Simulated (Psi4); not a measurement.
# CdH2 (SMILES [H][Cd][H]): a first try and a second

Aim: the energy of CdH2 at SCS-MP2/def2-TZVPP (density fitting, core potential).

Program for the calculation: Psi4 1.11.

2 further runs of the same task are left out: 1 that didn't finish, 1 set aside as unsound or not needed.

### Step 1. The system as given

The species is CdH2 (3 atoms), meant as a singlet with charge 0. SMILES: `[H][Cd][H]`. Geometry: a GFN2-xTB relaxation, a rough one for these elements and not checked as a minimum.

Bond lengths: Cd1–H2 1.657 Å, Cd1–H3 1.658 Å. Angles: H2–Cd1–H3 180.0°.

### Step 2. First attempt

cdh2.xyz reads:

```xyz
3
CdH2
Cd     0.000260     0.000150     0.000510
H     -0.017450    -0.021530     1.657160
H      0.017190     0.021380    -1.657670
```

job.py reads:

```python
import psi4

psi4.set_memory(1600000000)
psi4.set_num_threads(1)
psi4.core.set_output_file('cdh2.out', False)

with open('cdh2.xyz') as f:
    atoms = ''.join(f.readlines()[2:])
geom = psi4.geometry('0 1\n' + atoms + 'symmetry c1')

psi4.set_options({
    'basis': 'def2-TZVPP',
    'num_frozen_docc': 0,
    'mp2_type': 'df',
    'docc': [10],
})

result, w = psi4.energy('scs-mp2', return_wfn=True)
print(f'total energy {result:.8f} hartree = {result * 27.211386:.5f} eV')
```

On the command line:

```sh
python job.py
```

cdh2.out:

```text
=> Loading Basis Set <=

    Name: DEF2-TZVPP
    Role: ORBITAL
    Keyword: BASIS

    !!!  WARNING: ECP capability is in beta. Please check occupations closely.  !!!
```

On the terminal:

```text
Traceback (most recent call last):
  File "job.py", line 18, in <module>
    result, w = psi4.energy('scs-mp2', return_wfn=True)
RuntimeError:
Fatal Error: Got 10 alpha electrons, expected 11.
DOCC and SOCC must specify the occupation of all electrons or none.
```

Run time: 1.1 s. Hardware: 1 thread of AMD EPYC 7B13 (Zen 3), shared host; peak memory 0.14 GiB.

### Step 3. Diagnosis

The program refused the input.

The log says `Fatal Error: Got 10 alpha electrons, expected 11.`. The fault: the orbital occupation or active space doesn't match the electron count or the lowest state. To mend it: docc at its default in place of (10).

### Step 4. The mended input

cdh2.xyz is that of step 2.

calc.py reads:

```python
import psi4

psi4.set_memory(1600000000)
psi4.set_num_threads(1)
psi4.core.set_output_file('cdh2.out', False)

with open('cdh2.xyz') as f:
    atoms = ''.join(f.readlines()[2:])
molecule = psi4.geometry('0 1\n' + atoms + '')

options = {'basis': 'def2-TZVPP', 'num_frozen_docc': 0, 'mp2_type': 'df'}
psi4.set_options(options)

result, w = psi4.energy("scs-mp2", return_wfn=True)
print('E =', round(result, 9))
```

On the command line:

```sh
python calc.py
```

cdh2.out:

```text
[...]
    !!!  WARNING: ECP capability is in beta. Please check occupations closely.  !!!
[...]
  Running in cs symmetry.
[...]
  Nuclear repulsion =   12.928998111972913
[...]
  Multiplicity = 1
[...]
  Nalpha       = 11
  Nbeta        = 11
[...]
    Number of basis functions: 84
[...]
   @RHF iter   1:  -167.96852074232490   -8.51767e-01   2.78105e-03 ADIIS/DIIS
[...]
   @RHF iter  10:  -167.98847495754922   -7.10543e-13   1.21609e-09 DIIS
[...]
    Orbital Energies [Eh]
    ---------------------
    Doubly Occupied:
       1Ap    -4.836925     2Ap    -3.203875     1App   -3.203875
       3Ap    -3.200465     4Ap    -0.771397     5Ap    -0.755410
       2App   -0.755410     6Ap    -0.749021     3App   -0.749021
       7Ap    -0.438307     8Ap    -0.388364
[...]
  @RHF Final Energy:  -167.98847495754922
   => Energetics <=
    Nuclear Repulsion Energy =             12.9289981119729127
    One-Electron Energy =                -323.7308003051269338
    Two-Electron Energy =                 142.8133272356047883
    Total Energy =                       -167.9884749575492151
[...]
 Multipole Moments:
 ------------------------------------------------------------------------------------
     Multipole            Electronic (a.u.)      Nuclear  (a.u.)        Total (a.u.)
 ------------------------------------------------------------------------------------
 L = 1.  Multiply by 2.5417464519 to convert [e a0] to [Debye]
 Dipole X            :         -0.0020074            0.0013761           -0.0006312
 Dipole Y            :          0.0037308           -0.0023383            0.0013925
 Dipole Z            :          0.0000000            0.0000000            0.0000000
 Magnitude           :                                                    0.0015289
[...]
	SCS-MP2 Total Energy (a.u.)        :  -168.67217842691048
	SOS-MP2 Total Energy (a.u.)        :  -168.59358223816224
	SCSN-MP2 Total Energy (a.u.)       :  -168.40346283413976
[...]
	SOS-PI-MP2 Total Energy (a.u.)     :  -168.69443345159777
[...]
	MP2 Total Energy (a.u.)            :  -168.72851959097139
[...]
```

On the terminal:

```text
E = -168.672178427
```

Wall time 3.6 s (1 thread of AMD EPYC 7B13 (Zen 3), shared host); peak memory 0.32 GiB.

### Step 5. Outcome

At SCS-MP2/def2-TZVPP (density fitting, core potential):

| quantity | value |
| --- | --- |
| total energy | -168.67218 Eh |
| HOMO energy (Hartree–Fock orbitals) | -10.57 eV |
| LUMO energy (Hartree–Fock orbitals) | 1.50 eV |
| HOMO–LUMO gap (Hartree–Fock orbitals) | 12.07 eV |
| correlation energy | -683.7 mEh |
